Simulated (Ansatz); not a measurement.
# GaH₃ (triplet): the correlation ladder at distance Ga1–H3 = 1.792 Å, cc-pVDZ

One table from this session's results is given with a row withheld; the runs are named, their logs left out.

The runs use Ansatz 0.2.0, Gaussian basis; cc-pVDZ, core rule «outside noble gas», up to 14 orbitals frozen.

The runs, in order: UHF; CCSD(T) on ROHF; CCSD(T) on UHF; BCCD(T) on ROHF; CISD; CCSDT(Q) on ROHF; CCSDT(Q) on UHF; CASSCF and MRCISD+Q, 4 electrons in 4 orbitals; CASSCF and NEVPT2, 4 electrons in 4 orbitals; CASSCF and MRCISD+Q, 6 electrons in 7 orbitals; CASSCF and NEVPT2, 6 electrons in 7 orbitals; Full CI.

21 further runs of the same task are left out: 16 that didn't finish, 5 set aside as unsound or not needed.

### The system

The geometry derives from a PBE0/def2-TZVP stationary point (not a proven minimum). One bond is set to the value named and the two fragments are kept rigid. No spin-orbit coupling is included. The filled d shell of Ga may be among the frozen orbitals whatever the setting's name suggests; the logs give the count.

4 atoms, charge 0, spin multiplicity 3.

Atoms are counted from 1 here; the program's logs count them from 0.

Bond lengths: Ga1–H2 1.585 Å, Ga1–H3 1.792 Å, Ga1–H4 1.955 Å, H3–H4 0.793 Å. Angles: H2–Ga1–H3 100.5°, H2–Ga1–H4 100.5°, H3–Ga1–H4 23.9°, Ga1–H3–H4 89.7°, Ga1–H4–H3 66.4°.

Geometry (Å):

```xyz
4

Ga    0.0005    0.0274   -0.0435
H     0.0005   -1.4779   -0.5393
H     0.3720   -0.1997    1.6948
H    -0.4049   -0.2204    1.8534
```

The first run:

Input file in.yaml:

```yaml
crystal:
  periodic: [false, false, false]
  atoms:
    - {symbol: Ga, position_ang: [0.000470, 0.027439, -0.043498]}
    - {symbol: H, position_ang: [0.000470, -1.477886, -0.539276]}
    - {symbol: H, position_ang: [0.371992, -0.199720, 1.694787]}
    - {symbol: H, position_ang: [-0.404948, -0.220445, 1.853378]}
basis:
  gaussian: {orbitals: cc-pVDZ}
magnetization: {spin_polarized: true, initial_magnetization: 2}
hamiltonian: {xc: hf}
output: {orbitals: {seedname: orbitals}}
```

Run with:

```bash
> ansatz run in.yaml --threads 1 --pin off --events-out ev --progress --plain --max-ram 2393MiB
```

Among the steps run: UHF; CCSD(T) on ROHF; CCSD(T) on UHF; BCCD(T) on ROHF; CISD; CCSDT(Q) on ROHF; CCSDT(Q) on UHF; CASSCF and MRCISD+Q, 4 electrons in 4 orbitals; CASSCF and NEVPT2, 4 electrons in 4 orbitals; CASSCF and MRCISD+Q, 6 electrons in 7 orbitals; CASSCF and NEVPT2, 6 electrons in 7 orbitals; Full CI.

One table of the session follows, with a row left open; its other results are not shown here.

```
          method  from FCI (kcal/mol)
            ROHF               +58.08
             UHF               +56.89
            RMP2               +14.94
            UMP2                    ?
           RCCSD                +1.28
           UCCSD                +0.94
        RCCSD(T)                +0.32
        UCCSD(T)                +0.01
         BCCD(T)                +0.32
          RCCSDT                -0.01
          UCCSDT                -0.32
       RCCSDT(Q)                -0.02
       UCCSDT(Q)                -0.33
  CASSCF valence               +31.50
  NEVPT2 valence               +10.63
  MRCISD valence                +1.16
MRCISD+Q valence                +0.19
             FCI                    0
```

**Question.** Estimate the row for UMP2.

**Answer.** from FCI (kcal/mol): +14.45. In the column «from FCI (kcal/mol)» it lies between NEVPT2 valence (+10.63) and RMP2 (+14.94).

Not comparable, so not listed: CISD (they don't share determinant, frozen orbitals or solution with the rows shown, or repeat one).

To keep in mind: Left out of the table: CASSCF pair, NEVPT2 pair, MRCISD pair, MRCISD+Q pair (the active space lost an orbital or holds another state than full CI finds). UCCSDT, UCCSDT(Q) fall below full CI: unrestricted runs freeze a spin-polarised core, another one than full CI's, and coupled cluster isn't variational. Levels on UHF freeze UHF's core orbitals, full CI those of ROHF, so the U rows can settle a little off it for that reason alone. Restricted and unrestricted rows rest on different reference determinants; where their highest levels disagree by more than a few hundredths of an eV, they describe different states and don't form one ladder. Warnings in the runs' records: passed over end.
